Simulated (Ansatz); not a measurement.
**BFH₂O₂ (SMILES OB(O)F): energies and forces away from the minimum**

The task here is to estimate one member of a computed series from the others.

Program: Ansatz 0.2.0, Gaussian basis. Level of theory: single points with forces in def2-TZVPP. These are calculated values, not measurements.

Levels: PBE-D4, r2SCAN-D4, PBE0-D4, wB97M-V, Hartree-Fock, MP2, CCSD, CCSD(T). Each coordinate is moved by a Gaussian draw of the width named (0.7 of it for atoms other than hydrogen): 0.06, 0.12 Å.

Cores are frozen in the correlated methods.

13 further runs of the same task are left out: 13 set aside as unsound or not needed.

### Starting geometry

The minimum, relaxed at PBE0-D4: SMILES `OB(O)F`, 6 atoms, charge 0, spin multiplicity 1.

Atoms are counted from 1 here; the program's logs count them from 0.

Bond lengths: O1–B2 1.360 Å, O1–H5 0.960 Å, B2–O3 1.352 Å, B2–F4 1.333 Å, O3–H6 0.960 Å. Angles: B2–O1–H5 113.1°, O1–B2–O3 121.6°, O1–B2–F4 120.5°, O3–B2–F4 117.9°, B2–O3–H6 112.5°.

As a file:

```
O    -0.4775    0.9710   -0.2084
B    -0.0238   -0.3075   -0.1065
O     0.9894   -0.6352    0.7261
F    -0.5731   -1.2806   -0.8332
H    -1.1989    1.0661   -0.8343
H     1.3260    0.1222    1.2100
```

Energies of the minimum (eV), from earlier single points: PBE-D4 -7519.91721, r2SCAN-D4 -7524.38554, PBE0-D4 -7520.05472, B3LYP-D4 -7528.17526, wB97M-V -7525.86725, CCSD(T) -7515.20829.

Set-up of the first run:

The input, ccsdt-tzvpp/in.yaml:

```yaml
crystal:
  periodic: [false, false, false]
  atoms:
    - {symbol: O, position_ang: [-0.483555, 0.963741, -0.215638]}
    - {symbol: B, position_ang: [0.021229, -0.268909, -0.133511]}
    - {symbol: O, position_ang: [1.039740, -0.659997, 0.824459]}
    - {symbol: F, position_ang: [-0.587773, -1.263865, -0.821423]}
    - {symbol: H, position_ang: [-1.302162, 1.015360, -0.853187]}
    - {symbol: H, position_ang: [1.294124, 0.185117, 1.142793]}
basis:
  gaussian: {orbitals: def2-TZVPP}
correlation: {method: ccsd_t}
output: {forces: true}
```

The command line of these runs was not kept.

Steps of the session up to this table: Structure 1, width 0.06 Å; Structure 2, width 0.12 Å.

One of the session's tables, all rows but one given; the rest of the session is left out.

```
   method  RMS force component (eV/Å)  angle to CCSD(T) forces (°)
   PBE-D4                       2.159                          3.9
r2SCAN-D4                           ?                            ?
  PBE0-D4                       2.364                          3.5
  wB97M-V                       2.348                          2.7
  CCSD(T)                       2.375                    reference
```

Q: Estimate the row for r2SCAN-D4 from the others.

The run gave: RMS force component (eV/Å): 2.295; angle to CCSD(T) forces (°): 1.8. In the column «RMS force component (eV/Å)» it lies between PBE-D4 (2.159) and wB97M-V (2.348).
